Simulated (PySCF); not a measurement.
# C6H14NP: the cost of one run

Programs: PySCF 2.14.0, with routines of our own; each step states its level. All values are computed. Atoms count from 0.

### 1 The system as given

22 atoms, charge 0, multiplicity 1; geometry from: GFN2-xTB.

### 2 Geometry optimisation at PBE0/def2-SV(P)

Job settings and geometry (Å):

```
{"job": {"xc": "PBE0", "basis": "def2-SV(P)", "grid": 1, "kind": "geom"}, "charge": 0, "multiplicity": 1}
C      2.603445    -0.504249    -0.192661
P      0.910258    -0.302112     0.532361
N      0.662858    -0.685386     2.020031
C      0.393957     1.372866    -0.080486
C     -1.104057     1.488761     0.173123
C     -1.899566     0.471280    -0.641984
C     -1.617060    -0.966164    -0.210601
C     -0.170462    -1.369153    -0.473071
H      3.273540     0.218663     0.272332
H      2.613831    -0.364386    -1.269921
H      2.948587    -1.507534     0.055046
H      1.192504    -0.160135     2.701016
H      0.939035     2.138232     0.480400
H      0.624073     1.491272    -1.140482
H     -1.290950     1.312407     1.236395
H     -1.445936     2.499471    -0.068369
H     -2.965950     0.674372    -0.516787
H     -1.661746     0.588861    -1.703286
H     -1.809086    -1.064739     0.859456
H     -2.291143    -1.643720    -0.742629
H      0.001909    -2.401236    -0.159517
H      0.081547    -1.267987    -1.532000
```

Command:

```
OMP_NUM_THREADS=1 python excited_run.py task.json out
```

This one command runs all jobs of the session in turn.

Q: Estimate the wall time and peak memory of this first job on 1 thread of Arm Neoverse N1, shared host.

About 60 s, with a peak of 0.64 GiB.
